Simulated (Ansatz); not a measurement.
**Cu (sc type): how the settings move a single-point run**

Aim: see which settings change the result for Cu (sc type), by how much, and at what cost.

Method: reference: DFT, PBEsol, all-electron LAPW, scalar-relativistic, in Ansatz 0.2.0.

**1. Starting point**

The structure is cubic, space group Pm-3m (No. 221). Conventional cell: a = 1.781 Å, b = 1.781 Å, c = 1.781 Å, α = 90.00°, β = 90.00°, γ = 90.00°. Around Cu (site symmetry m-3m) lie 6 Cu at 1.78 Å.

As a file:

```
Cu
1.0
     1.78100    0.00000    0.00000
     0.00000    1.78100    0.00000
     0.00000    0.00000    1.78100
Cu
1
Direct
  0.00000 0.00000 0.00000
```

**2. Reference**

The input, input.yaml:

```yaml
crystal:
  lattice:
    - [1.7810037183, 0.0, 0.0]
    - [0.0, 1.7810037183, 0.0]
    - [0.0, 0.0, 1.7810037183]
  atoms:
    - { symbol: Cu, position: [0.0, 0.0, 0.0] }
kpoints:
  mp_grid: { grid: [18, 18, 18] }
  band_path:
    path:
      - [0.0, 0.0, 0.0]
      - [0.0, 0.5, 0.0]
      - [0.5, 0.5, 0.0]
      - [0.0, 0.0, 0.0]
      - [0.5, 0.5, 0.5]
      - [0.0, 0.5, 0.0]
      - [0.5, 0.5, 0.5]
      - [0.5, 0.5, 0.0]
    npoints: 8
scf:
  occupations: { method: fermi_dirac, width: 0.08 }
hamiltonian:
  xc: pbesol
  pseudopotentials: { kind: all_electron, lapw: { basis_error: 0.001 } }
output:
  forces: true
  stress: true
  eigenvalues: true
  populations: true
  dos: { projected: true, de: 0.2, e_range: [-14, 8] }
```

Command:

```sh
ansatz run input.yaml --threads 1 --pin off --max-ram 2048MiB --backend cpu --events-out ev --progress --plain --runs-dir out
```

**3. Variant: mixing.algorithm broyden, mixing.beta 0.05, dr2_threshold 1.0e-08**

input.yaml, as its differences from that of step 2:

```diff
@@ -22,2 +22,4 @@
   occupations: { method: fermi_dirac, width: 0.08 }
+  mixing: { algorithm: broyden, beta: 0.05 }
+  convergence: { dr2_threshold: 1.0e-08 }
 hamiltonian:
@@ -30,2 +32 @@
   populations: true
-  dos: { projected: true, de: 0.2, e_range: [-14, 8] }
```

Before running it: what results should come out? Wanted: for each run, ending; energy change; pressure; gap; force.

**Answer**, as computed:

```tsv
run	ending	energy change	pressure (GPa)	gap (eV)	force (eV/Å)	cycles	time
reference	converged	0	793.1	0.00	0.00	7	24 s
1: mixing.algorithm broyden, mixing.beta 0.05, dr2_threshold 1.0e-08	converged	0.0 meV/atom	793.1	0.00	0.00	9	25 s
```

Times don't compare one to one where runs were asked for different outputs or read a saved state (see the inputs); cycles may leave out searches for a lower state.

Residual by cycle in the longest SCF loop of each run; runs are numbered as in the table. The quantity is the density residual dr2, in eV.

```tsv
cycle	reference	run 1
1	0.273	0.273
2	0.00498	0.212
3	0.00735	0.0211
4	1.9e-4	0.00383
5	4.0e-6	7.7e-5
6	1.3e-7	7.0e-5
7	1.4e-9	6.5e-7
8	-	4.9e-7
9	-	4.8e-10
```

Same state: the changed mixing and convergence setting leaves the energy within 0.5 meV/atom. The structure is not at rest: the sound run finds 793 GPa, so these are no properties of the relaxed crystal. 
